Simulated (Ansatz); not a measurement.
**C₂H₄BFSi: how energies converge with the basis set**

An exercise on one series of results from a longer session: the logs are not shown, and one member is left open.

The runs use Ansatz 0.2.0, Gaussian basis; one geometry, several basis sets.

The runs, in order: PBE0-D4/def2-SVP; ωB97M-V/def2-SVP; PBE0-D4/def2-QZVPP; ωB97M-V/def2-QZVPP; the functionals' def2-TZVPP values are taken from earlier runs.

### The geometry

The geometry comes from an earlier relaxation with PBE0-D4 in a triple-zeta def2 set; it is a stationary point, not always the lowest conformer.

SMILES `FC1=CB[SiH2]1`, 9 atoms, charge 0, spin multiplicity 1.

Atoms are counted from 1 here; the program's logs count them from 0.

Bond lengths: F1–C2 1.321 Å, C2–C3 1.360 Å, C2–Si5 1.894 Å, C3–B4 1.527 Å, C3–H6 1.088 Å, B4–Si5 2.016 Å, B4–H7 1.190 Å, Si5–H8 1.489 Å, Si5–H9 1.489 Å. Angles: F1–C2–C3 124.7°, F1–C2–Si5 135.3°, C3–C2–Si5 100.0°, C2–C3–B4 101.1°, C2–C3–H6 125.1°, B4–C3–H6 133.8°, C3–B4–Si5 89.4°, C3–B4–H7 129.9°, Si5–B4–H7 140.7°, C2–Si5–B4 69.5°, C2–Si5–H8 114.3°, C2–Si5–H9 114.2°, B4–Si5–H8 122.6°, B4–Si5–H9 122.6°, H8–Si5–H9 107.9°.

Geometry (Å):

```mol
C2H4BFSi
  3D, bonds by distance, orders not assigned

  9  9  0  0  0  0  0  0  0  0999 V2000
    0.4448   -0.4825    2.2636 F   0  0
    0.2580   -0.2254    0.9814 C   0  0
    1.2282   -0.2835    0.0301 C   0  0
    0.4393    0.1006   -1.2191 B   0  0
   -1.2196    0.2859   -0.0879 Si  0  0
    2.2678   -0.5468    0.2129 H   0  0
    0.8001    0.2059   -2.3484 H   0  0
   -2.3269   -0.7092   -0.1181 H   0  0
   -1.8031    1.6086    0.2684 H   0  0
  1  2  8  0
  2  3  8  0
  3  4  8  0
  4  5  8  0
  3  6  8  0
  4  7  8  0
  5  8  8  0
  5  9  8  0
  2  5  8  0
M  END
```

The first run:

File in.yaml:

```yaml
crystal:
  periodic: [false, false, false]
  atoms:
    - {symbol: F, position_ang: [0.444763, -0.482462, 2.263570]}
    - {symbol: C, position_ang: [0.257986, -0.225362, 0.981442]}
    - {symbol: C, position_ang: [1.228196, -0.283506, 0.030117]}
    - {symbol: B, position_ang: [0.439338, 0.100624, -1.219070]}
    - {symbol: Si, position_ang: [-1.219643, 0.285852, -0.087936]}
    - {symbol: H, position_ang: [2.267767, -0.546837, 0.212929]}
    - {symbol: H, position_ang: [0.800089, 0.205950, -2.348444]}
    - {symbol: H, position_ang: [-2.326859, -0.709210, -0.118085]}
    - {symbol: H, position_ang: [-1.803138, 1.608551, 0.268378]}
basis:
  gaussian: {orbitals: def2-SVP}
hamiltonian: {xc: pbe0, dispersion: d4}
output: {orbitals: {seedname: orbitals}}
```

The run is started by

```console
> ansatz run in.yaml --threads 2 --pin off --events-out ev --progress --plain --max-ram 4352MiB
```

Steps of the session up to this table: PBE0-D4 in def2-SVP; ωB97M-V in def2-SVP; PBE0-D4 in def2-QZVPP; ωB97M-V in def2-QZVPP.

One table of the session follows, with a row left open; its other results are not shown here.

```
functional       basis  HOMO (eV)  LUMO (eV)
   PBE0-D4    def2-SVP      -7.94      -1.98
   PBE0-D4  def2-TZVPP      -7.92      -2.01
   PBE0-D4  def2-QZVPP          ?          ?
   ωB97M-V    def2-SVP     -10.05       0.15
   ωB97M-V  def2-TZVPP     -10.07       0.03
   ωB97M-V  def2-QZVPP     -10.08      -0.02
```

Estimate the missing values for PBE0-D4, def2-QZVPP.

**Answer.** HOMO (eV): -7.93; LUMO (eV): -2.03. In the column «HOMO (eV)» it lies between PBE0-D4, def2-SVP (-7.94) and PBE0-D4, def2-TZVPP (-7.92).
